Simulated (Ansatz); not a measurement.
Relaxation of a periodic cell of 33 atoms, Al (host Al, host structure fcc, interstitial Al), to a largest force component of 0.03 eV/Å in at most 60 steps.

These are results of DFT PBE, scalar-relativistic, plane waves, PAW (Ansatz 0.2.0), not measurements. Settings: PAW set soft_1, cutoff 420 eV, k mesh 2x2x2, gaussian smearing 0.05 eV, no spin polarisation.

```xyz
33
Lattice="8.1000 0.0000 0.0000 0.0000 8.1000 0.0000 0.0000 0.0000 8.1000" Properties=species:S:1:pos:R:3
Al 4.050 0.000 0.000
Al 6.075 2.025 0.000
Al 6.075 0.000 2.025
Al 0.000 0.000 0.000
Al 2.025 2.025 0.000
Al 4.050 4.050 0.000
Al 6.075 6.075 0.000
Al 2.025 0.000 2.025
Al 4.050 2.025 2.025
Al 6.075 4.050 2.025
Al 4.050 0.000 4.050
Al 6.075 2.025 4.050
Al 6.075 0.000 6.075
Al 0.000 4.050 0.000
Al 2.025 6.075 0.000
Al 0.000 2.025 2.025
Al 2.025 4.050 2.025
Al 4.050 6.075 2.025
Al 0.000 0.000 4.050
Al 2.025 2.025 4.050
Al 4.050 4.050 4.050
Al 6.075 6.075 4.050
Al 2.025 0.000 6.075
Al 4.050 2.025 6.075
Al 6.075 4.050 6.075
Al 0.000 6.075 2.025
Al 0.000 4.050 4.050
Al 2.025 6.075 4.050
Al 0.000 2.025 6.075
Al 2.025 4.050 6.075
Al 4.050 6.075 6.075
Al 0.000 6.075 6.075
Al 4.015 6.108 4.081
```

Task: Where does it end, and by what steps?

Result: It converged. Limits of this set-up: coarse k mesh, a small cell, in which the defect meets its images. After 6 steps the energy has fallen by 8.062 eV; Al22 moved furthest, 0.48 Å. The start is strongly strained (largest force component 8 eV/Å).

```
step  energy less start (eV)  largest force component (eV/Å)  accepted
   0                  0.0000                           8.075       yes
   1                 -5.5874                           3.258       yes
   2                 -7.7650                           0.971       yes
   3                 -7.9646                           0.214       yes
   4                 -8.0563                           0.063       yes
   5                 -8.0490                           0.099        no
   6                 -8.0622                           0.014       yes
```

```xyz
33
Lattice="8.1000 0.0000 0.0000 0.0000 8.1000 0.0000 0.0000 0.0000 8.1000" Properties=species:S:1:pos:R:3
Al 4.050 0.122 0.000
Al 6.092 2.027 0.002
Al 6.046 -0.027 2.054
Al -0.003 0.020 0.002
Al 2.005 2.027 0.002
Al 4.049 3.932 0.000
Al 6.193 6.076 0.000
Al 2.049 -0.024 2.050
Al 4.049 2.024 1.906
Al 6.043 4.082 2.057
Al 4.046 0.472 4.053
Al 6.193 2.024 4.051
Al 6.049 -0.025 6.050
Al -0.003 4.033 0.002
Al 1.903 6.075 0.000
Al -0.003 2.027 2.008
Al 2.052 4.078 2.053
Al 4.046 6.078 1.544
Al 0.001 0.122 4.050
Al 1.903 2.024 4.050
Al 4.046 3.569 4.053
Al 6.557 6.078 4.053
Al 2.047 -0.022 6.053
Al 4.050 2.024 6.197
Al 6.046 4.079 6.047
Al 0.001 6.076 1.906
Al 0.001 3.932 4.051
Al 1.554 6.078 4.053
Al -0.003 2.027 6.095
Al 2.049 4.076 6.051
Al 4.046 6.078 6.548
Al 0.001 6.075 6.197
Al 4.058 6.068 4.044
```

Run time: 65 s on 2 threads of Arm Neoverse V1, with other jobs on the host, peak memory 0.99 GiB.
